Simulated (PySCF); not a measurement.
# BeGa: bond curves at several levels of theory

An exercise on one series of results from a longer session: the logs are not shown, and one member is left open.

Program: PySCF 2.14.0. Level of theory: Be pcseg-1, Ga pcseg-1, no relativity. These are calculated values, not measurements.

Set-up of the first run:

Settings of the job:

```yaml
atoms: Be, Ga
charge: 0
basis: Be pcseg-1, Ga pcseg-1
Hamiltonian: no relativity
basis_functions: 36
electrons_treated: 35
masses_in_u: 9.0122, 68.9256
levels: PBE0, PBE, r²SCAN, MN15, revPBE, LDA, HF, MP2, SCS-MP2, CCSD, CCSD(T)
grid: 80 radial by 434 angular points
occupations: held fixed by the projection of orbital angular momentum
dissociation_limit: Be + Ga, each in its ground configuration
starting_distance_in_angstrom: 2.165
values_of_2S_to_try: 1, 3
```

Run with:

```console
> OMP_NUM_THREADS=1 python dia.py task.json out
```

Steps of the session up to this table: Set-up; The PBE0 curve of the state that the search chose; Excited determinants; PBE (GGA); r²SCAN; MN15 (hybrid meta-GGA); revPBE; LDA; UHF; Correlated methods on the Hartree–Fock reference.

One of the session's tables, all rows but one given; the rest of the session is left out.

Energy (eV) from each level's lowest point:

```
R (Å)    UHF  UHF-MP2  UHF-SCS-MP2  UHF-CCSD  UHF-CCSD(T)
2.074  0.611    0.411        0.435       n/a          n/a
2.171  0.379    0.198        0.219     0.256        0.225
2.267  0.231    0.073        0.090     0.123        0.098
2.340  0.158    0.024        0.036     0.062        0.043
2.412  0.107    0.002        0.009     0.026        0.012
2.484  0.072    0.000        0.000     0.007        0.000
2.581      ?        ?            ?         ?            ?
2.701  0.021    0.053        0.031     0.009        0.024
2.846  0.008    0.103        0.067     0.031        0.059
3.039  0.000    0.174        0.124       n/a          n/a
```

Q: Estimate the row for R (Å) = 2.581 from the others.

Worked estimate for «UHF». A straight line through the neighbours (2.484, 0.072) and (2.701, 0.021) gives 0.072 + (0.021 − 0.072) × (2.581 − 2.484) / (2.701 − 2.484) = 0.049; a parabola fitted to 4 rows on both sides gives 0.044.

The run gave: UHF: 0.043; UHF-MP2: 0.017; UHF-SCS-MP2: 0.007; UHF-CCSD: 0.000; UHF-CCSD(T): 0.003. In «UHF» the line misses by +0.006 and the parabola by +0.001.
